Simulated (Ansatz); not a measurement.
# H4NOPSi: basis-set convergence

The task here is to estimate one member of a computed series from the others.

Program: Ansatz 0.2.0, Gaussian basis. Level of theory: one geometry, several basis sets. These are calculated values, not measurements.

The runs, in order: PBE0-D4/def2-SVP; ωB97M-V/def2-SVP; PBE0-D4/def2-QZVPP; ωB97M-V/def2-QZVPP; the functionals' def2-TZVPP values are taken from earlier runs.

## Structure used throughout

The geometry comes from an earlier relaxation with PBE0-D4 in a triple-zeta def2 set; it is a stationary point, not always the lowest conformer.

SMILES `N1[SiH2]OP1`, 8 atoms, charge 0, spin multiplicity 1.

Atoms are counted from 1 here; the program's logs count them from 0.

Bond lengths: N1–Si2 1.733 Å, N1–P4 1.733 Å, N1–H5 1.006 Å, Si2–O3 1.671 Å, Si2–H6 1.484 Å, Si2–H7 1.485 Å, O3–P4 1.677 Å, P4–H8 1.437 Å. Angles: Si2–N1–P4 90.4°, Si2–N1–H5 128.7°, P4–N1–H5 120.0°, N1–Si2–O3 87.6°, N1–Si2–H6 116.3°, N1–Si2–H7 115.8°, O3–Si2–H6 112.0°, O3–Si2–H7 114.8°, H6–Si2–H7 109.2°, Si2–O3–P4 94.6°, N1–P4–O3 87.4°, N1–P4–H8 99.2°, O3–P4–H8 96.8°.

The first run:

Contents of in.yaml:

```yaml
crystal:
  periodic: [false, false, false]
  atoms:
    - {symbol: N, position_ang: [-0.820494, 0.168458, -0.594864]}
    - {symbol: Si, position_ang: [0.632373, 0.675657, 0.202593]}
    - {symbol: O, position_ang: [0.973932, -0.940116, 0.455077]}
    - {symbol: P, position_ang: [-0.404894, -1.491831, -0.324416]}
    - {symbol: H, position_ang: [-1.181145, 0.457701, -1.488379]}
    - {symbol: H, position_ang: [0.457821, 1.411991, 1.479215]}
    - {symbol: H, position_ang: [1.617783, 1.394497, -0.644097]}
    - {symbol: H, position_ang: [-1.183276, -1.733359, 0.859171]}
basis:
  gaussian: {orbitals: def2-SVP}
hamiltonian: {xc: pbe0, dispersion: d4}
output: {orbitals: {seedname: orbitals}}
```

Run with:

```sh
ansatz run in.yaml --threads 2 --pin off --events-out ev --progress --plain --max-ram 4352MiB
```

Among the steps run: PBE0-D4 in def2-SVP; ωB97M-V in def2-SVP; PBE0-D4 in def2-QZVPP; ωB97M-V in def2-QZVPP.

One table of the session follows, with a row left open; its other results are not shown here.

| functional | basis | HOMO (eV) |
| --- | --- | --- |
| PBE0-D4 | def2-SVP | -6.57 |
| PBE0-D4 | def2-TZVPP | -6.66 |
| PBE0-D4 | def2-QZVPP | -6.69 |
| ωB97M-V | def2-SVP | ? |
| ωB97M-V | def2-TZVPP | -8.86 |
| ωB97M-V | def2-QZVPP | -8.90 |

Estimate the missing values for ωB97M-V, def2-SVP.

The run gave: HOMO (eV): -8.75. In the column «HOMO (eV)» it lies between ωB97M-V, def2-TZVPP (-8.86) and PBE0-D4, def2-QZVPP (-6.69).
